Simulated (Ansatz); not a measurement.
# SrWO4 (Scheelite): the cost of one run

Program: Ansatz 0.2.0 through its Python package. Level of theory: DFT r2SCAN+D3(BJ) with three-body term, plane waves, PAW. These are calculated values, not measurements.

### Step 1. The system

It takes space group I4_1/a (No. 88, tetragonal). Conventional cell: a = 5.391 Å, b = 5.391 Å, c = 11.893 Å, α = 90.00°, β = 90.00°, γ = 90.00°. Around Sr (site symmetry -4) lie 8 O at 2.49 to 2.55 Å. W (site symmetry -4) has 4 O at 1.87 Å as nearest neighbours. O (site symmetry 1) has 1 W at 1.87 Å and 2 Sr at 2.49 to 2.55 Å as nearest neighbours.

No structure file is read: the coordinates are typed or built in the script.

### Step 2. Script

run_pdos.py reads:

```python
"""Projected density of states of SrWO4."""

import ansatz as az
import numpy as np


def main() -> None:
    srwo4 = (
        az.Lattice.of((-2.6955, 2.6955, 5.9465), (2.6955, -2.6955, 5.9465), (2.6955, 2.6955, -5.9465))
        .atom("Sr", (0.75, 0.25, 0.5))
        .atom("Sr", (0.0, 0.0, 0.0))
        .atom("W", (0.25, 0.75, 0.5))
        .atom("W", (0.5, 0.5, 0.0))
        .atom("O", (0.0096, 0.9168, 0.5922))
        .atom("O", (0.6668, 0.5746, 0.4072))
        .atom("O", (0.3246, 0.4174, 0.4078))
        .atom("O", (0.1674, 0.2596, 0.5928))
        .atom("O", (0.7404, 0.3332, 0.9078))
        .atom("O", (0.0832, 0.6754, 0.0928))
        .atom("O", (0.4254, 0.8326, 0.0922))
        .atom("O", (0.5826, 0.9904, 0.9072))
    )

    calc = srwo4.calculation()
    calc = calc.kpoints(6, 6, 6)
    calc = calc.functional("r2scan", dispersion="d3bjatm")
    calc = calc.occupations("Fixed")
    calc = calc.scf(extra_bands=30)
    calc = calc.density_of_states(projected=True, energy_step=0.05)
    history = []
    out = calc.session().plan().execute(on_event=lambda event: history.append(event["data"]["dr2_ev"]) if event["event"] == "scf_iter" else None)
    report = out.report
    print("density residual by iteration (eV):", " ".join(f"{value:.1e}" for value in history[:40]))

    dos = out.density_of_states()
    energy = np.asarray(dos.energies_ev) - dos.fermi_ev
    curves = {}
    for site in out.projected_density_of_states().sites:
        for shell in site.shells:
            weight = sum(np.sum(curve.g_bin_mean_per_ev, axis=0) for curve in shell.curves)
            name = f"{site.species} {shell.label}"
            curves[name] = curves.get(name, 0) + weight

    print("E-EF   " + " ".join(f"{name:>8s}" for name in curves))
    for e in np.arange(-8, 4 + 0.1, 1.0):
        print(f"{e:5.1f}  " + " ".join(f"{np.interp(e, energy, g):8.3f}" for g in curves.values()))


if __name__ == "__main__":
    main()
```

### Step 3. The input behind the calls

The package turns the script's settings into the engine's input:

```yaml
crystal:
  lattice:
    - [-2.6955, 2.6955, 5.9465]
    - [2.6955, -2.6955, 5.9465]
    - [2.6955, 2.6955, -5.9465]
  atoms:
    - { symbol: Sr, position: [0.75, 0.25, 0.5] }
    - { symbol: Sr, position: [0.0, 0.0, 0.0] }
    - { symbol: W, position: [0.25, 0.75, 0.5] }
    - { symbol: W, position: [0.5, 0.5, 0.0] }
    - { symbol: O, position: [0.0096, 0.9168, 0.5922] }
    - { symbol: O, position: [0.6668, 0.5746, 0.4072] }
    - { symbol: O, position: [0.3246, 0.4174, 0.4078] }
    - { symbol: O, position: [0.1674, 0.2596, 0.5928] }
    - { symbol: O, position: [0.7404, 0.3332, 0.9078] }
    - { symbol: O, position: [0.0832, 0.6754, 0.0928] }
    - { symbol: O, position: [0.4254, 0.8326, 0.0922] }
    - { symbol: O, position: [0.5826, 0.9904, 0.9072] }
kpoints:
  mp_grid:
    grid: [6, 6, 6]
hamiltonian:
  xc: r2scan
  dispersion: d3bjatm
scf:
  n_extra_bands: 30
  occupations:
    method: fixed
output:
  dos:
    de: 0.05
    projected: true
```

### Step 4. Launch

Started as:

```bash
python run_pdos.py
```

What time and memory should one allow on 1 thread of Arm Neoverse V2, shared host?

About 56 s, with a peak of 1.3 GiB.
